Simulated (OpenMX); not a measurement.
# Fe in OpenMX: the effect of starting spin order

Sheet: Fe, a sheet with vacuum.

```xyz
1
Lattice="2.3112 0.0000 0.0000 0.0000 2.3112 0.0000 0.0000 0.0000 23.8000" Properties=species:S:1:pos:R:3 pbc="T T T"
Fe    0.0000    0.0000    7.0001
```

The cell was built by a generator and needn't be a form met in nature.

Alike in all runs:

| Item | Value |
| --- | --- |
| Program | OpenMX 3.8.5 |
| Task | single point |
| Functional | PBE |
| Potentials or basis | OpenMX 2013 PBE set, Fe6.0H-s3p2d2, grid cutoff 500 Ry |
| k mesh | 11 × 11 × 1 |
| Occupations | fermi-dirac, width 0.05 eV |

```tsv
starting spin order	spin	starting moments	energy over the lowest run (meV/atom)	final net moment (μB)	final largest site moment (μB)
fm	collinear spin, ferromagnetic start	[3.0] μB	0.0	2.76	2.76
ferromagnetic start, larger moments	collinear spin, ferromagnetic start	[4.5] μB	0.0	2.76	2.76
nm	collinear spin, zero start	[0.0] μB	?	?	?
```

Problem. What does the run with starting spin order nm give?

Solution. Energy over the lowest run 558.1 meV/atom; final net moment 0.00 μB; final largest site moment 0.00 μB.

Caveats: no basis functions reach into the vacuum, so the work function isn't listed.
